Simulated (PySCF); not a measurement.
# EuN2O4 (Eu(NO2)2+): the cost of one run

Computed with PySCF 2.14.0. Level: PBE, Eu lcecp-1-SVP with ECP52, O def2-SVP, N def2-SVP; scalar-relativistic core potentials, no spin–orbit coupling.

3 further runs of the same task are left out: 2 for a known fault of the program, 1 that didn't finish.

### 1 Where the work starts

7 atoms, charge 1, spin multiplicity 1.

Bond lengths: Eu1–O2 2.308 Å, Eu1–O3 2.308 Å, Eu1–N4 2.758 Å, Eu1–O5 2.308 Å, Eu1–O6 2.308 Å, Eu1–N7 2.758 Å, O2–N4 1.289 Å, O3–N4 1.289 Å, O5–N7 1.289 Å, O6–N7 1.289 Å. Angles: O2–Eu1–O3 55.4°, O2–Eu1–N4 27.7°, O2–Eu1–O5 141.6°, O2–Eu1–O6 141.6°, O2–Eu1–N7 152.3°, O3–Eu1–N4 27.7°, O3–Eu1–O5 141.6°, O3–Eu1–O6 141.6°, O3–Eu1–N7 152.3°, N4–Eu1–O5 152.3°, N4–Eu1–O6 152.3°, N4–Eu1–N7 180.0°, O5–Eu1–O6 55.4°, O5–Eu1–N7 27.7°, O6–Eu1–N7 27.7°, Eu1–O2–N4 96.0°, Eu1–O3–N4 96.0°, Eu1–N4–O2 56.3° and more.

Geometry (Å):

```xyz
7
charge 1, multiplicity 1
Eu    0.0000    0.0000    0.0000
O     0.7583    0.7583    2.0432
O    -0.7583   -0.7583    2.0432
N     0.0000    0.0000    2.7580
O     0.7583   -0.7583   -2.0432
O    -0.7583    0.7583   -2.0432
N     0.0000    0.0000   -2.7580
```

Formal oxidation states: Eu +3. Each metal's 6 4f electrons lie in its core potential, so multiplicities, spins and levels count the valence alone. An earlier session relaxed this geometry at PBE, Eu lcecp-1-SVP with ECP52, O def2-SVP, N def2-SVP (singlet, point group D2d).

Its energy there is -444.717248 Eh.

### 2 Atoms moved at random, σ = 0.03 Å

File run.py (the lines that set the calculation):

```python
mol = gto.M(atom='''
Eu    -0.02430     0.02111    -0.01818
O      0.71628     0.75993     2.05855
O     -0.72784    -0.74121     2.06159
N      0.05277    -0.01319     2.78976
O      0.74903    -0.85062    -2.06740
O     -0.76967     0.84333    -2.03658
N      0.00373    -0.01936    -2.78776''',
    basis={'Eu': 'lcecp-1-SVP', 'O': 'def2-SVP', 'N': 'def2-SVP'},
    ecp={'Eu': 'lcecp-1-SVP'},
    charge=1, spin=0)
mf = dft.RKS(mol, xc='PBE')
mf.grids.atom_grid = (50, 194)  # f atoms: unpruned, at least (60, 302)
mf = mf.density_fit()  # fitting sets: Eu AutoAux, O def2-universal-JKFIT, N def2-universal-JKFIT
mf.conv_tol = 1e-08; mf.max_cycle = 55
mf.kernel(dm0)  # dm0: the density of the relaxed state
```

Launch:

```console
> OMP_NUM_THREADS=2 python run.py
```

**Question.** How long does this run take on 2 threads of Arm Neoverse V2, shared host?

About 5.5 s.
